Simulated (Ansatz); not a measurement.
Consider a convergence test of the plane-wave cutoff of Na3In, space group I4/mmm (Ansatz 0.2.0 through its Python package).

Script `run_ecut.py`:
```python
"""Cutoff test for Na3In."""

import ansatz as az
from tabulate import tabulate

xtal = (
    az.Lattice.from_parameters(6.000399, 6.000399, 6.000399, alpha=132.22739, beta=132.22739, gamma=69.87013)
    .atom("Na", [0.75, 0.25, 0.5])
    .atom("Na", [0.25, 0.75, 0.5])
    .atom("Na", [0.5, 0.5, 0.0])
    .atom("In", [0.0, 0.0, 0.0])
)

job = xtal.calculation()
job = job.functional(az.Functional.PBESOL)
job = job.kpoints(mesh=(8, 8, 8)).occupations("Marzari-Vanderbilt", width=0.15)
job = job.scf(tolerance=1e-09)
job = job.stress()

rows = []
for value in [250, 325, 400, 475]:
    rep = job.basis(value).run().report
    rows.append((value, rep["free_energy_ev"] / len(rep["lattice"]["sites"]), rep["n_iterations"], sum(rep["stress_gpa"][i][i] for i in range(3)) / 3, rep["n_pw"]))

print(tabulate(rows, headers=["cutoff (eV)", "F/atom (eV)", "iterations", "P (GPa)", "plane waves"], floatfmt=".4f", tablefmt="simple"))

# the last row is the reference
for row in rows[:-1]:
    shift = 1000 * (row[1] - rows[-1][1])
    print(f"{row[0]}: {shift:+.2f} meV/atom" + ("  (within 5 meV)" if abs(shift) < 5 else ""))
```

From which cutoff on is the energy per atom within 5 meV of the last row, and how does it get there?

From 400 eV on it stays within 5 meV an atom of the value at 475 eV; the first row (250 eV) is off by 546.1 meV and the last but one by 0.40 meV. The energy falls steadily, as expected when plane waves are added. The pressure moves from -0.12 to -0.14 GPa (the program's stress holds a Pulay correction, so it settles early). The last run costs about 2.1 times the first.

The run itself:

`python run_ecut.py` gives:
```text
DeckWarning: basis.ecutwfc = 250 eV is below the records' recommended 420 eV, and the density's cutoff is lower with it unless basis.ecutrho_ratio is high enough to keep the records' density cutoff: compare with a run at a higher cutoff
DeckWarning: output.stress: scf.convergence.dr2_threshold = 1e-9 eV is looser than the 4e-10 eV advised for a printed stress (1e-10 eV for each atom of the cell: 4). What an SCF threshold leaves in a stress goes as its square root, and in the free energy as [...]
DeckWarning: basis.ecutwfc = 325 eV is below the records' recommended 420 eV, and the density's cutoff is lower with it unless basis.ecutrho_ratio is high enough to keep the records' density cutoff: compare with a run at a higher cutoff
DeckWarning: basis.ecutwfc = 400 eV is below the records' recommended 420 eV, and the density's cutoff is lower with it unless basis.ecutrho_ratio is high enough to keep the records' density cutoff: compare with a run at a higher cutoff
  cutoff (eV)    F/atom (eV)    iterations    P (GPa)    plane waves
-------------  -------------  ------------  ---------  -------------
          250     -2487.7507             9    -0.1153           1049
          325     -2488.2844             9    -0.1393           1543
          400     -2488.2964             9    -0.1360           2089
          475     -2488.2968             9    -0.1370           2761
250: +546.15 meV/atom
325: +12.43 meV/atom
400: +0.40 meV/atom  (within 5 meV)
```
(Warnings from the package without file and line, shortened.)

What to keep in mind:
- Pressure is positive in compression.
- The structure comes from a database of computed cells and needn't be a stable or known phase.
- Shifts are counted from the last row, which is itself no proven limit.
- The whole script took 32 s on 1 thread of Arm Neoverse V1, with other jobs on the host, peak memory 0.52 GiB.
